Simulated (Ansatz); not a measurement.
# Ta3PbO: the cost of one run

Computed with Ansatz 0.2.0 (DFT PBE, scalar-relativistic, plane waves, PAW, unless a step's input says otherwise).

2 further runs of the same task are left out: 1 that didn't finish, 1 set aside as unsound or not needed.

## 1. The starting structure

The structure is hexagonal, space group P6/mmm (No. 191). The conventional cell has a = 4.657 Å, b = 4.657 Å, c = 5.752 Å, α = 90.00°, β = 90.00°, γ = 120.00°. Ta (site symmetry mmm) has 4 Ta at 2.33 Å and 2 Pb at 2.33 Å as nearest neighbours. Pb (site symmetry 6/mmm) has 6 Ta at 2.33 Å and 2 O at 2.88 Å as nearest neighbours. Around O (site symmetry 6/mmm) lie 2 Pb at 2.88 Å.

As a file:

```
CELL_PARAMETERS angstrom
4.65720 0.00000 0.00000
-2.32860 4.03325 0.00000
0.00000 0.00000 5.75242
ATOMIC_POSITIONS crystal
Ta 0.50000 0.00000 0.50000
Ta 0.00000 0.50000 0.50000
Ta 0.50000 0.50000 0.50000
Pb 0.00000 0.00000 0.50000
O 0.00000 0.00000 0.00000
```

Recipe of the guess: random cell by space group and Wyckoff sites (P6/mmm, No. 191). Its size is a rough estimate.

## 2. Probe: one point on a coarse mesh

input.yaml reads:

```yaml
crystal:
  lattice:
    - [4.65719837, 0.0, 0.0]
    - [-2.32859918, 4.0332521, 0.0]
    - [0.0, 0.0, 5.75241669]
  atoms:
    - { symbol: Ta, position: [0.5, 0.0, 0.5] }
    - { symbol: Ta, position: [0.0, 0.5, 0.5] }
    - { symbol: Ta, position: [0.5, 0.5, 0.5] }
    - { symbol: Pb, position: [0.0, 0.0, 0.5] }
    - { symbol: O, position: [0.0, 0.0, 0.0] }
basis:
  ecutwfc: 420
kpoints:
  mp_grid: { grid: [6, 6, 4] }
hamiltonian:
  xc: pbe
scf:
  occupations: { method: gaussian, width: 0.1 }
  lower_state_search: "off"
output:
  forces: true
  stress: true
  eigenvalues: true
```

Started as:

```bash
$ ansatz run input.yaml --threads 1 --pin off --max-ram 2560MiB --backend cpu --events-out ev --progress --plain --runs-dir out
```

**Question.** How long does this run take on 1 thread of Intel Xeon Platinum 8259CL at 2.50GHz (Skylake/Cascade Lake), shared host, and how much memory does it need?

About 5.8 s, with a peak of 0.45 GiB.
